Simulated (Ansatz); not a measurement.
# BH₅O₃S: small, medium and large basis sets

Aim: see how fast density functionals converge with the basis set for BH₅O₃S.

Program: Ansatz 0.2.0, Gaussian basis. Level of theory: one geometry, several basis sets. These are calculated values, not measurements.

Plan: PBE0-D4/def2-SVP; ωB97M-V/def2-SVP; PBE0-D4/def2-QZVPP; ωB97M-V/def2-QZVPP; the functionals' def2-TZVPP values are taken from earlier runs.

## (1) The geometry

The geometry comes from an earlier relaxation with PBE0-D4 in a triple-zeta def2 set; it is a stationary point, not always the lowest conformer.

10 atoms, charge 0, spin multiplicity 1.

Atoms are counted from 1 here; the program's logs count them from 0.

Bond lengths: O1–B2 1.370 Å, O1–H6 0.957 Å, B2–O3 1.360 Å, B2–O4 1.373 Å, O3–H7 0.959 Å, O4–H8 0.957 Å, S5–H9 1.342 Å, S5–H10 1.342 Å. Angles: B2–O1–H6 115.5°, O1–B2–O3 115.7°, O1–B2–O4 125.5°, O3–B2–O4 118.8°, B2–O3–H7 112.1°, B2–O4–H8 116.1°, H9–S5–H10 92.9°.

Geometry (Å):

```xyz
10

O    -0.9373   -0.0036   -0.8542
B    -0.1019   -0.9760   -0.3707
O     1.2177   -0.8137   -0.6551
O    -0.4923   -2.0716    0.3582
S     1.1595    2.3741    0.9289
H    -1.8629   -0.1096   -0.6360
H     1.7573   -1.5072   -0.2707
H    -1.4274   -2.1366    0.5530
H     0.4912    1.8128   -0.0910
H     0.2792    3.3803    1.0404
```

## (2) PBE0-D4 in def2-SVP

The input, in.yaml:

```yaml
crystal:
  periodic: [false, false, false]
  atoms:
    - {symbol: O, position_ang: [-0.937312, -0.003552, -0.854152]}
    - {symbol: B, position_ang: [-0.101899, -0.976023, -0.370672]}
    - {symbol: O, position_ang: [1.217656, -0.813730, -0.655134]}
    - {symbol: O, position_ang: [-0.492342, -2.071633, 0.358156]}
    - {symbol: S, position_ang: [1.159545, 2.374140, 0.928881]}
    - {symbol: H, position_ang: [-1.862904, -0.109634, -0.635995]}
    - {symbol: H, position_ang: [1.757326, -1.507245, -0.270692]}
    - {symbol: H, position_ang: [-1.427381, -2.136618, 0.552985]}
    - {symbol: H, position_ang: [0.491208, 1.812828, -0.091018]}
    - {symbol: H, position_ang: [0.279202, 3.380267, 1.040439]}
basis:
  gaussian: {orbitals: def2-SVP}
hamiltonian: {xc: pbe0, dispersion: d4}
output: {orbitals: {seedname: orbitals}}
```

The run is started by

```sh
ansatz run in.yaml --threads 4 --pin off --events-out ev --progress --plain --max-ram 10444MiB
```

Further steps of the session: ωB97M-V in def2-SVP; PBE0-D4 in def2-QZVPP; ωB97M-V in def2-QZVPP.

Before running them: what should the planned runs give, taken together? Wanted: PBE0-D4: double and triple zeta above quadruple; ωB97M-V: double and triple zeta above quadruple.

The runs gave:

| quantity | value |
| --- | --- |
| PBE0-D4: double and triple zeta above quadruple | 12.91, 0.75 eV |
| ωB97M-V: double and triple zeta above quadruple | 13.06, 0.72 eV |

What this shows: PBE0-D4 gains 12.16 eV from double to triple zeta, then 0.75 eV more. These are total energies; as a rule much of such shifts cancels in differences, which this series doesn't test. The LUMO of ωB97M-V is positive and keeps falling with the basis (2.41 to 0.89 eV): an unbound level that the basis holds in place.
